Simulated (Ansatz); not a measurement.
**Na: response to strain**

Na is deformed so: equal xx and yy strain of -1 %. What stress and forces result, by LAPW, PAW and all-electron datasets made for the crystal?

Program: Ansatz 0.2.0. Level of theory: DFT PBEsol, scalar-relativistic. These are calculated values, not measurements.

## Step 1: The structure to begin with

It takes space group Im-3m (No. 229, cubic). Conventional cell: a = 4.235 Å, b = 4.235 Å, c = 4.235 Å, α = 90.00°, β = 90.00°, γ = 90.00°. Around Na (site symmetry m-3m) lie 8 Na at 3.67 Å.

Coordinates:

```
CELL_PARAMETERS angstrom
-2.11750 2.11750 2.11750
2.11750 -2.11750 2.11750
2.11750 2.11750 -2.11750
ATOMIC_POSITIONS crystal
Na 0.00000 0.00000 0.00000
```

## Step 2: After the deformation

Space group Im-3m before, I4/mmm after.

## Step 3: Full-potential LAPW

input.yaml reads:

```yaml
crystal:
  lattice:
    - [-2.096325, 2.096325, 2.1175]
    - [2.096325, -2.096325, 2.1175]
    - [2.096325, 2.096325, -2.1175]
  atoms:
    - { symbol: Na, position: [0.0, 0.0, 0.0] }
kpoints:
  mp_grid: { grid: [11, 11, 11] }
  band_path:
    path:
      - [0.0, 0.0, 0.0]
      - [0.0, 0.0, 0.5]
      - [0.25, 0.25, 0.25]
      - [0.0, 0.5, 0.0]
      - [0.0, 0.0, 0.0]
      - [0.5, 0.5, -0.5]
      - [0.495025, 0.504975, -0.495025]
      - [-0.495025, 0.495025, 0.495025]
      - [0.0, 0.0, 0.0]
    npoints: 5
scf:
  occupations: { method: fermi_dirac, width: 0.03 }
hamiltonian:
  xc: pbesol
  pseudopotentials: { kind: all_electron, lapw: { basis_error: 0.0005 } }
output:
  forces: true
  stress: true
  eigenvalues: true
```

Run with:

```sh
> ansatz run input.yaml --threads 1 --pin off --max-ram 3072MiB --backend cpu --events-out ev --progress --plain --runs-dir out
```

## Step 4: Frozen-core PAW

input.yaml reads:

```yaml
crystal:
  lattice:
    - [-2.096325, 2.096325, 2.1175]
    - [2.096325, -2.096325, 2.1175]
    - [2.096325, 2.096325, -2.1175]
  atoms:
    - { symbol: Na, position: [0.0, 0.0, 0.0] }
kpoints:
  mp_grid: { grid: [11, 11, 11] }
scf:
  occupations: { method: fermi_dirac, width: 0.03 }
hamiltonian:
  xc: pbesol
  pseudopotentials: { kind: paw }
output:
  forces: true
  stress: true
  eigenvalues: true
  efg: { contact_densities: true }
  write_density: true
  write_potential: true
  elf: true
  volumetric_format: npy
```

## Step 5: Datasets made for this crystal

input.yaml, as its differences from that of step 4:

```diff
@@ -13,3 +13,3 @@
   xc: pbesol
-  pseudopotentials: { kind: paw }
+  pseudopotentials: { kind: all_electron, datasets: crystal }
 output:
@@ -19,5 +19 @@
   efg: { contact_densities: true }
-  write_density: true
-  write_potential: true
-  elf: true
-  volumetric_format: npy
```

(Steps that only read results are left out.)

Q: Predict the outcome of this session. Wanted: pressure; largest shear or deviatoric stress.

The runs gave:

| quantity | value |
| --- | --- |
| pressure | LAPW -0.20, PAW -0.20, crystal datasets -0.20 GPa |
| largest shear or deviatoric stress (LAPW) | 0.02 GPa |

In words: The largest part of the stress beyond the pressure is 0.02 GPa in size, in the zz component. No run of the undeformed cell stands beside it, so the pressure holds what the given cell had before the change. PAW: stress within 0.01 GPa of LAPW. Crystal datasets: stress within 0.01 GPa of LAPW.
